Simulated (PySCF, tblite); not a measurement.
**C5H17N3Si: geometry, infrared bands, NMR shifts and electronic excitations**

Wanted: the infrared bands, NMR shifts and electronic excitations of C5H17N3Si (`CN(C)[SiH2]N(C)CCN`), by calculation.

The runs use tblite 0.8.0 and PySCF 2.14.0, with density-fitted response routines of our own; the level of theory stands in each step. All values are computed, except where a source is named. Atoms are numbered from 0 throughout.

### 1 Starting geometry

26 atoms, charge 0, multiplicity 1; geometry from: force field or distance geometry start.

Bonds of the start (Å): C0–N1 1.46, N1–C2 1.47, N1–Si3 1.77, Si3–N4 1.80, N4–C5 1.49, N4–C6 1.44, C6–C7 1.51, C7–N8 1.45, C0–H9 1.10, C0–H10 1.11, C0–H11 1.11, C2–H12 1.10, C2–H13 1.12, C2–H14 1.11, Si3–H15 1.49, Si3–H16 1.47, C5–H17 1.10, C5–H18 1.12, C5–H19 1.09, C6–H20 1.13, C6–H21 1.11, C7–H22 1.12, C7–H23 1.10, N8–H24 1.05, N8–H25 1.07.

### 2 Relaxing the molecule with GFN2-xTB

The job: settings as JSON, then the geometry in Å.

```
{"job": {"kind": "relax", "xc": "GFN2-xTB", "basis": "xTB"}, "charge": 0, "multiplicity": 1}
C      2.622400     0.139400    -1.374000
N      1.750300     0.696600    -0.351100
C      2.525600     1.410500     0.667100
Si     0.656400    -0.498900     0.352700
N     -0.942300    -0.239800    -0.439800
C     -0.797800    -0.954900    -1.733300
C     -2.018600    -0.813600     0.323600
C     -2.231500    -0.048300     1.613100
N     -2.583200     1.328500     1.312600
H      3.661600     0.179600    -1.027300
H      2.408200     0.712000    -2.300800
H      2.349100    -0.929300    -1.516700
H      3.577900     1.249100     0.387500
H      2.276900     2.492400     0.543900
H      2.317900     1.031300     1.688300
H      1.035800    -1.887400    -0.034800
H      0.576400    -0.426800     1.822300
H     -0.583500    -0.261800    -2.564700
H      0.075900    -1.648400    -1.673400
H     -1.723300    -1.519400    -1.847600
H     -2.955800    -0.659000    -0.288100
H     -1.899700    -1.906700     0.463600
H     -3.115500    -0.508700     2.122700
H     -1.347600    -0.069800     2.272600
H     -2.020400     1.741000     0.530600
H     -3.636100     1.415300     1.124000
```

The run is started by

```sh
OMP_NUM_THREADS=1 python probes_run.py task.json out
```

This one command runs all jobs of the session in turn.

Log:

```text
step      E/eV     max force
  0    -812.04434    2.385
  1    -812.39284    1.233
  2    -812.59432    1.085
  3    -812.68990    0.720
  4    -812.77569    0.489
  5    -812.83236    0.583
  6    -812.92040    0.836
  7    -812.98344    0.661
  8    -813.03098    0.425
  9    -813.06555    0.396
 10    -813.10633    0.469
 11    -813.14534    0.602
 12    -813.18232    0.540
 13    -813.21144    0.325
 14    -813.23157    0.286
 15    -813.25050    0.379
 16    -813.26874    0.310
 17    -813.27937    0.181
 18    -813.28712    0.195
 19    -813.29610    0.270
 20    -813.30606    0.323
 21    -813.31578    0.253
 22    -813.32360    0.170
 23    -813.32969    0.174
 24    -813.33607    0.276
 25    -813.34316    0.273
 26    -813.34892    0.154
 27    -813.35432    0.149
 28    -813.36110    0.246
 29    -813.36822    0.292
 30    -813.37416    0.204
 31    -813.37959    0.133
 32    -813.38399    0.137
 33    -813.38836    0.195
 34    -813.39220    0.147
 35    -813.39520    0.136
 36    -813.39828    0.154
 37    -813.40202    0.187
 38    -813.40642    0.224
 39    -813.41125    0.190
 40    -813.41565    0.180
 41    -813.41949    0.158
 42    -813.42319    0.173
 43    -813.42791    0.170
 44    -813.43125    0.124
 45    -813.43454    0.111
 46    -813.43753    0.114
 47    -813.44061    0.116
 48    -813.44366    0.106
 49    -813.44656    0.116
 50    -813.44923    0.105
 51    -813.45202    0.107
 52    -813.45492    0.143
 53    -813.45833    0.132
 54    -813.46230    0.143
 55    -813.46692    0.171
 56    -813.47131    0.148
 57    -813.47542    0.126
 58    -813.47885    0.121
 59    -813.48230    0.157
 60    -813.48604    0.201
 61    -813.49162    0.157
 62    -813.49775    0.116
 63    -813.50061    0.118
 64    -813.50359    0.130
 65    -813.50675    0.136
 66    -813.51067    0.150
 67    -813.51479    0.133
 68    -813.51829    0.151
 69    -813.52066    0.300
 70    -813.52528    0.143
 71    -813.52944    0.106
 72    -813.53215    0.111
 73    -813.53391    0.093
 74    -813.53550    0.070
 75    -813.53690    0.072
 76    -813.53808    0.090
 77    -813.53910    0.063
 78    -813.54039    0.074
 79    -813.54201    0.078
 80    -813.54360    0.096
 81    -813.54519    0.134
 82    -813.54718    0.100
 83    -813.54950    0.104
 84    -813.55245    0.126
 85    -813.55390    0.184
 86    -813.55786    0.207
 87    -813.56009    0.145
 88    -813.56339    0.078
 89    -813.56435    0.068
 90    -813.56576    0.061
 91    -813.56644    0.051
 92    -813.56744    0.059
 93    -813.56865    0.066
 94    -813.56991    0.069
 95    -813.57086    0.075
 96    -813.57156    0.073
 97    -813.57220    0.085
 98    -813.57290    0.054
 99    -813.57394    0.048
100    -813.57444    0.047
101    -813.57526    0.045
102    -813.57595    0.044
103    -813.57660    0.045
104    -813.57706    0.044
105    -813.57746    0.041
106    -813.57781    0.043
107    -813.57815    0.045
108    -813.57848    0.040
109    -813.57886    0.038
110    -813.57929    0.042
111    -813.57969    0.039
112    -813.58001    0.040
113    -813.58027    0.036
114    -813.58057    0.039
115    -813.58097    0.039
116    -813.58140    0.040
117    -813.58180    0.045
118    -813.58219    0.037
119    -813.58257    0.038
120    -813.58287    0.034
121    -813.58309    0.029
122    -813.58330    0.030
123    -813.58361    0.032
124    -813.58408    0.044
125    -813.58469    0.048
126    -813.58532    0.043
127    -813.58588    0.049
128    -813.58641    0.050
129    -813.58691    0.048
130    -813.58737    0.037
131    -813.58777    0.040
132    -813.58821    0.043
133    -813.58874    0.070
134    -813.58930    0.050
135    -813.58982    0.047
136    -813.59023    0.040
137    -813.59051    0.041
138    -813.59073    0.029
139    -813.59101    0.036
140    -813.59131    0.032
141    -813.59164    0.032
142    -813.59193    0.030
143    -813.59214    0.027
144    -813.59234    0.030
145    -813.59259    0.030
146    -813.59302    0.041
147    -813.59366    0.047
148    -813.59443    0.066
149    -813.59521    0.055
150    -813.59590    0.058
151    -813.59646    0.054
152    -813.59704    0.050
153    -813.59764    0.042
154    -813.59810    0.044
155    -813.59869    0.046
156    -813.59923    0.038
157    -813.59963    0.042
158    -813.60004    0.050
159    -813.60045    0.067
160    -813.60110    0.067
161    -813.60178    0.058
162    -813.60288    0.056
163    -813.60350    0.055
164    -813.60486    0.087
165    -813.60608    0.066
166    -813.60677    0.145
167    -813.60802    0.069
168    -813.60888    0.053
169    -813.61047    0.071
170    -813.61159    0.103
171    -813.61290    0.085
172    -813.61515    0.092
173    -813.61717    0.107
174    -813.61784    0.205
175    -813.61855    0.266
176    -813.62304    0.122
177    -813.62550    0.104
178    -813.62749    0.097
179    -813.62931    0.062
180    -813.63000    0.050
181    -813.63068    0.051
182    -813.63124    0.044
183    -813.63151    0.046
184    -813.63179    0.037
185    -813.63221    0.043
186    -813.63243    0.036
187    -813.63276    0.031
188    -813.63325    0.043
189    -813.63381    0.049
190    -813.63441    0.057
191    -813.63490    0.050
192    -813.63533    0.050
193    -813.63575    0.046
194    -813.63615    0.044
195    -813.63653    0.039
196    -813.63685    0.035
197    -813.63715    0.035
198    -813.63749    0.038
199    -813.63797    0.048
200    -813.63853    0.047
201    -813.63916    0.049
202    -813.63978    0.067
203    -813.64039    0.070
204    -813.64100    0.054
205    -813.64157    0.040
206    -813.64204    0.047
207    -813.64241    0.041
208    -813.64279    0.040
209    -813.64323    0.040
210    -813.64380    0.050
211    -813.64437    0.043
212    -813.64484    0.040
213    -813.64521    0.046
214    -813.64553    0.044
215    -813.64586    0.040
216    -813.64619    0.035
217    -813.64645    0.043
218    -813.64668    0.034
219    -813.64700    0.038
220    -813.64733    0.042
221    -813.64769    0.041
222    -813.64814    0.046
223    -813.64872    0.057
224    -813.64947    0.062
225    -813.65033    0.058
226    -813.65116    0.049
227    -813.65189    0.045
228    -813.65257    0.053
229    -813.65321    0.054
230    -813.65381    0.056
231    -813.65438    0.051
232    -813.65505    0.055
233    -813.65573    0.052
234    -813.65627    0.042
235    -813.65665    0.038
236    -813.65694    0.037
237    -813.65724    0.034
238    -813.65766    0.042
239    -813.65815    0.055
240    -813.65862    0.040
241    -813.65901    0.041
242    -813.65943    0.050
243    -813.65989    0.047
244    -813.66049    0.041
245    -813.66106    0.048
246    -813.66187    0.052
247    -813.66280    0.059
248    -813.66397    0.070
249    -813.66470    0.065
250    -813.66540    0.044
251    -813.66584    0.039
252    -813.66645    0.038
253    -813.66685    0.052
254    -813.66719    0.032
255    -813.66746    0.043
256    -813.66767    0.049
257    -813.66791    0.031
258    -813.66815    0.026
259    -813.66835    0.026
260    -813.66848    0.029
261    -813.66867    0.027
262    -813.66886    0.025
263    -813.66908    0.024
264    -813.66928    0.028
265    -813.66949    0.035
266    -813.66970    0.036
267    -813.66995    0.025
268    -813.67018    0.029
269    -813.67036    0.026
270    -813.67050    0.019
271    -813.67062    0.020
272    -813.67074    0.021
273    -813.67085    0.022
274    -813.67093    0.015
275    -813.67099    0.018
276    -813.67106    0.021
277    -813.67114    0.021
278    -813.67124    0.025
279    -813.67130    0.015
280    -813.67134    0.010
281    -813.67137    0.010
```

Run time: 5.2 s. Hardware: 1 thread of Arm Neoverse N1, shared host; peak memory 0.19 GiB.

The steps of the relaxation: (not every step is listed)

```tsv
step	energy from step 0 (eV)	largest force (eV/Å)
0	0.0000	2.3845
1	-0.3485	1.2334
2	-0.5500	1.0848
3	-0.6456	0.7196
4	-0.7314	0.4887
5	-0.7880	0.5832
6	-0.8761	0.8358
7	-0.9391	0.6607
8	-0.9866	0.4247
34	-1.3479	0.1471
60	-1.4417	0.2013
86	-1.5135	0.2074
112	-1.5357	0.0401
138	-1.5464	0.0289
164	-1.5605	0.0866
190	-1.5901	0.0569
216	-1.6019	0.0349
242	-1.6151	0.0504
268	-1.6258	0.0289
276	-1.6267	0.0206
277	-1.6268	0.0209
278	-1.6269	0.0249
279	-1.6270	0.0152
280	-1.6270	0.0103
281	-1.6270	0.0098
```

Close pairs (by a distance rule), those that changed most:

```tsv
bond	before (Å)	after (Å)	change (Å)
Si3–N4	1.803	1.719	-0.084
N8–H25	1.073	1.016	-0.057
N1–Si3	1.767	1.719	-0.047
N4–C5	1.485	1.443	-0.042
C6–H20	1.130	1.095	-0.034
N8–H24	1.048	1.015	-0.033
C6–C7	1.515	1.541	+0.027
C0–H11	1.112	1.086	-0.026
```

The end geometry stands in the next job.

### 3 Infrared spectrum with GFN2-xTB

The job: settings as JSON, then the geometry in Å.

```
{"job": {"kind": "ir", "xc": "GFN2-xTB", "basis": "xTB"}, "charge": 0, "multiplicity": 1}
C      3.271027    -0.169969    -0.786136
N      1.896223     0.111562    -0.473378
C      1.687691     1.500693    -0.149662
Si     0.851779    -1.115550     0.126529
N     -0.746379    -0.601519    -0.243313
C     -1.088770    -0.096268    -1.551251
C     -1.869363    -1.072214     0.539335
C     -2.179535    -0.129081     1.718437
N     -2.499539     1.235162     1.344718
H      3.935076     0.049868     0.059900
H      3.592960     0.440670    -1.635719
H      3.382176    -1.218778    -1.045215
H      2.310811     1.816414     0.696494
H      1.941294     2.128986    -1.010270
H      0.645809     1.662988     0.110354
H      1.289518    -2.338580    -0.564306
H      0.859588    -1.338715     1.579722
H     -0.187360     0.265739    -2.037607
H     -1.533009    -0.876854    -2.181684
H     -1.804440     0.728971    -1.479650
H     -2.752072    -1.146489    -0.104865
H     -1.664675    -2.069847     0.938275
H     -3.023995    -0.531686     2.285080
H     -1.306656    -0.091925     2.373947
H     -1.719374     1.631551     0.830799
H     -3.309831     1.247487     0.732430
```

Log:

```text
mode    cm-1     km/mol
  1      37.5      0.49
  2      40.6      0.20
  3      61.2      0.25
  4     100.2      1.08
  5     115.6      1.59
  6     156.0      4.97
  7     166.2      3.54
  8     192.7      2.01
  9     205.8      0.28
 10     246.9     11.64
 11     266.2      1.52
 12     281.7      5.67
 13     308.5     20.98
 14     348.2     19.93
 15     390.4      4.62
 16     404.9      1.21
 17     487.9     12.35
 18     537.3    144.42
 19     611.2      8.82
 20     669.4     28.12
 21     701.2      7.04
 22     794.6    348.31
 23     813.2    231.52
 24     864.6      1.24
 25     909.7     19.48
 26     951.1    114.76
 27    1001.1    138.14
 28    1038.8    122.58
 29    1052.8     66.01
 30    1056.0      9.05
 31    1092.2      0.34
 32    1101.5      4.10
 33    1106.6     12.59
 34    1124.7      5.65
 35    1129.2      4.96
 36    1186.8     17.27
 37    1212.1     56.73
 38    1235.3     51.61
 39    1301.8     31.50
 40    1310.2     84.36
 41    1320.1     15.09
 42    1323.8     45.12
 43    1338.1     16.74
 44    1413.3      1.50
 45    1417.7      0.56
 46    1426.9      0.24
 47    1467.3      2.32
 48    1476.5      0.53
 49    1481.1      0.03
 50    1488.8      3.73
 51    1492.4      2.20
 52    1503.2      7.37
 53    1508.3      3.25
 54    1513.0      1.41
 55    1571.9     25.40
 56    2166.1    490.07
 57    2209.0    209.28
 58    2879.6     88.14
 59    2884.5     94.04
 60    2886.2     47.39
 61    2923.1     21.29
 62    2929.8     35.42
 63    2934.2     86.78
 64    2935.9    102.68
 65    2938.5     69.15
 66    2956.3     74.42
 67    2978.9     53.24
 68    3041.8     29.83
 69    3042.8     32.79
 70    3043.0     25.08
 71    3374.4     13.04
 72    3408.7      8.30
```

Run time: 2.4 s. Hardware: 1 thread of Arm Neoverse N1, shared host; peak memory 0.19 GiB.

The strongest bands and the atoms that carry them (share of the mass-weighted mode):

```tsv
cm⁻¹	km/mol	atoms
537	144.4	H16 32 %, H15 30 %, Si3 20 %
795	348.3	H15 33 %, H16 29 %, Si3 22 %
813	231.5	H16 47 %, H15 45 %
951	114.8	H25 37 %, N8 16 %, C6 11 %, H24 10 %
1001	138.1	H24 16 %, H22 12 %, H17 11 %, C7 11 %
1039	122.6	H14 26 %, C2 17 %, N1 16 %, C0 15 %
2166	490.1	H15 58 %, H16 38 %
2209	209.3	H16 59 %, H15 39 %
```

### 4 Relaxing the molecule at PBE0-D3(BJ)/def2-SVP

The job: settings as JSON, then the geometry in Å.

```
{"job": {"xc": "PBE0", "basis": "def2-SVP", "d3": "d3bj", "grid": 1, "shake": 0.01, "kind": "geom"}, "charge": 0, "multiplicity": 1}
C      3.291440    -0.195530    -0.781960
N      1.890550     0.107040    -0.475530
C      1.667490     1.498370    -0.158310
Si     0.885010    -1.113290     0.123000
N     -0.749190    -0.608200    -0.253860
C     -1.092680    -0.091450    -1.553640
C     -1.859790    -1.074210     0.539580
C     -2.164080    -0.123630     1.713380
N     -2.501370     1.240570     1.364070
H      3.932380     0.047430     0.069920
H      3.584100     0.437750    -1.626890
H      3.387980    -1.217860    -1.038510
H      2.282530     1.826630     0.686900
H      1.924610     2.131750    -1.003260
H      0.641360     1.652220     0.110620
H      1.288990    -2.324520    -0.556830
H      0.861530    -1.327600     1.577670
H     -0.196620     0.271580    -2.031780
H     -1.535160    -0.884680    -2.179390
H     -1.829380     0.735870    -1.474740
H     -2.768460    -1.145880    -0.114510
H     -1.657100    -2.090190     0.929130
H     -3.016900    -0.520120     2.263500
H     -1.311640    -0.088640     2.367850
H     -1.703470     1.619640     0.834340
H     -3.320320     1.261550     0.732210
```

Log:

```text
step   0  E = -653.62763670  max force = 0.033923
step   1  E = -653.63714397  max force = 0.005163
step   2  E = -653.63764618  max force = 0.002308
step   3  E = -653.63779722  max force = 0.003608
step   4  E = -653.63803893  max force = 0.002204
step   5  E = -653.63818833  max force = 0.001704
step   6  E = -653.63826762  max force = 0.000968
step   7  E = -653.63829416  max force = 0.000492
step   8  E = -653.63830428  max force = 0.000461
step   9  E = -653.63830414  max force = 0.000522
step  10  E = -653.63830248  max force = 0.000287
optimisation converged
```

Run time: 8.7 min. Hardware: 1 thread of Arm Neoverse N1, shared host; peak memory 1.1 GiB.

The steps of the relaxation:

```tsv
step	energy from step 0 (eV)	largest force component (eV/Å)
0	0.0000	1.7444
1	-0.2587	0.2655
2	-0.2724	0.1187
3	-0.2765	0.1855
4	-0.2831	0.1133
5	-0.2871	0.0876
6	-0.2893	0.0498
7	-0.2900	0.0253
8	-0.2903	0.0237
9	-0.2903	0.0268
10	-0.2902	0.0148
```

Close pairs (by a distance rule), those that changed most:

```tsv
bond	before (Å)	after (Å)	change (Å)
Si3–H15	1.447	1.500	+0.054
N1–Si3	1.691	1.733	+0.043
C0–H11	1.058	1.100	+0.042
Si3–H16	1.471	1.500	+0.029
C7–H23	1.075	1.104	+0.029
C2–H14	1.072	1.100	+0.029
C0–N1	1.466	1.439	-0.027
C5–H17	1.079	1.101	+0.023
```

The end geometry stands in the next job.

```tsv
at the end point	value
point group (found at 0.08 Å tolerance)	C1
rotational constants (GHz, main isotopes)	2.128, 0.778, 0.705
dipole moment (D)	1.33
```

[end of part 1 of 2]
